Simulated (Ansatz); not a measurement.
**C3H11GeInSi: relaxing the structure**

Aim: relax C3H11GeInSi from a cheap starting geometry.

The runs use Ansatz 0.2.0, Gaussian basis; RKS PBE0-D4/def2-TZVP.

Plan: relaxation at PBE0-D4/def2-TZVP.

1 further run of the same task is left out (set aside as unsound or not needed).

**1. The system as given**

SMILES `C[SiH2]C=[C]([GeH3])[InH2]`, 17 atoms, charge 0, spin multiplicity 1.

Atoms are counted from 1 here; the program's logs count them from 0.

Bond lengths: C1–Si2 1.906 Å, C1–H7 1.089 Å, C1–H8 1.094 Å, C1–H9 1.086 Å, Si2–C3 1.895 Å, Si2–H10 1.474 Å, Si2–H11 1.471 Å, C3–C4 1.330 Å, C3–H12 1.093 Å, C4–Ge5 1.947 Å, C4–In6 2.216 Å, Ge5–H13 1.504 Å, Ge5–H14 1.501 Å, Ge5–H15 1.503 Å, In6–H16 1.757 Å, In6–H17 1.747 Å. Angles: Si2–C1–H7 111.3°, Si2–C1–H8 110.6°, Si2–C1–H9 111.4°, H7–C1–H8 107.9°, H7–C1–H9 107.8°, H8–C1–H9 107.6°, C1–Si2–C3 107.6°, C1–Si2–H10 110.5°, C1–Si2–H11 109.1°, C3–Si2–H10 110.6°, C3–Si2–H11 108.2°, H10–Si2–H11 110.7°, Si2–C3–C4 124.1°, Si2–C3–H12 117.3°, C4–C3–H12 118.5°, C3–C4–Ge5 123.6°, C3–C4–In6 123.1°, Ge5–C4–In6 113.3° and more.

The start is a GFN2-xTB geometry. In takes the def2 core potential; no spin-orbit term is included.

**2. Optimising with PBE0-D4/def2-TZVP**

The input, in.yaml:

```yaml
crystal:
  periodic: [false, false, false]
  atoms:
    - {symbol: C, position_ang: [0.662500, -2.400020, -0.490450]}
    - {symbol: Si, position_ang: [1.792260, -0.865240, -0.452360]}
    - {symbol: C, position_ang: [0.701610, 0.655670, -0.746580]}
    - {symbol: C, position_ang: [-0.345610, 0.979290, 0.005870]}
    - {symbol: Ge, position_ang: [-1.491630, 2.513980, -0.346050]}
    - {symbol: In, position_ang: [-0.927240, -0.153080, 1.819450]}
    - {symbol: H, position_ang: [0.050510, -2.418870, -1.390420]}
    - {symbol: H, position_ang: [-0.009870, -2.404840, 0.372430]}
    - {symbol: H, position_ang: [1.240390, -3.319430, -0.462500]}
    - {symbol: H, position_ang: [2.483330, -0.765780, 0.845890]}
    - {symbol: H, position_ang: [2.763870, -0.954510, -1.553470]}
    - {symbol: H, position_ang: [0.942370, 1.287340, -1.605290]}
    - {symbol: H, position_ang: [-1.018460, 3.279080, -1.551230]}
    - {symbol: H, position_ang: [-2.914330, 2.099500, -0.583290]}
    - {symbol: H, position_ang: [-1.519090, 3.454570, 0.826450]}
    - {symbol: H, position_ang: [-2.502260, 0.195650, 2.516710]}
    - {symbol: H, position_ang: [0.091660, -1.183300, 2.794830]}
basis:
  gaussian: {orbitals: def2-TZVP}
hamiltonian: {xc: pbe0, dispersion: d4}
relax: {f_tol: 0.005, max_steps: 150}
```

Started as:

```bash
ansatz run in.yaml --threads 2 --pin off --events-out ev --progress --plain --max-ram 32768MiB --backend cuda --devices 0, --max-vram 18GiB
```

**Question.** What will the summary of the whole plan be? Wanted: point group; shift from the start; total energy; dispersion term; dipole moment.

The runs gave:

| quantity | value |
| --- | --- |
| point group | C1 |
| steps | 44 |
| shift from the start (rms) | 1.175 Å |
| total energy | -72845.9513 eV |
| dispersion term | -414 meV |
| dipole moment | 2.02 D |

What this shows: The relaxed geometry lies 1.18 Å (rms) from the start; the bond that changed most is Si2–H10, from 1.474 to 1.522 Å. No vibrations were run, so it is not proven to be a minimum. The largest Mulliken charge, -0.48 e, sits on C1.
